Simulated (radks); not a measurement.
# Ca⁴⁺ in [He] 2s2 2p4 3s2 3p6: an all-electron calculation

What are the levels of the calcium ion Ca4+, how large are its shells, and how does its energy divide?

The numbers are computed with radks (a radial shooting solver on a logarithmic mesh, Libxc functionals) version 1 (non-relativistic Kohn-Sham, r2SCAN, spin-polarised, spherical densities, point nucleus; open shells are filled with parallel spins first), except any that are marked as measured or tabulated.

### 1 Starting point

| Item | Value |
| --- | --- |
| element | calcium (Z = 20) |
| charge | +4 |
| electrons | 16 |
| configuration | [He] 2s2 2p4 3s2 3p6 |

Outer shells as boxes (Hund's rule):

Ca⁴⁺
```
[He] core
2s [↑↓]
2p [↑↓][↑ ][↑ ]
3s [↑↓]
3p [↑↓][↑↓][↑↓]
```

### 2 The run

The run's settings:

```text
Z 20
configuration [He] 2s2 2p4 3s2 3p6 4s0 3d0 4p0 4f0
relativity non-relativistic
functional r2scan,r2scan
spin polarised
nucleus point
```

Command:

```bash
python run_ks.py task.json out
```

This one command runs every case of the session in turn.

What does the calculation give?

As calculated:

```
                        quantity                     value
                    total energy        -647.36308 hartree
exchange-correlation share of it                    4.93 %
                            −T/E                    0.9991
          highest occupied level       3p down, -87.041 eV
    most extended occupied level  3p down, <r> = 1.07 bohr
 radius at density 0.001 e/bohr³                 2.57 bohr
    maxima of the radial density                         3
```

3 principal shells are occupied and 3 maxima appear in the radial density. −T/E = 0.9991, near the virial value of 1. This is not the tabulated ground configuration, so its levels and sizes aren't those of the ground state, and no measured value stands beside it.
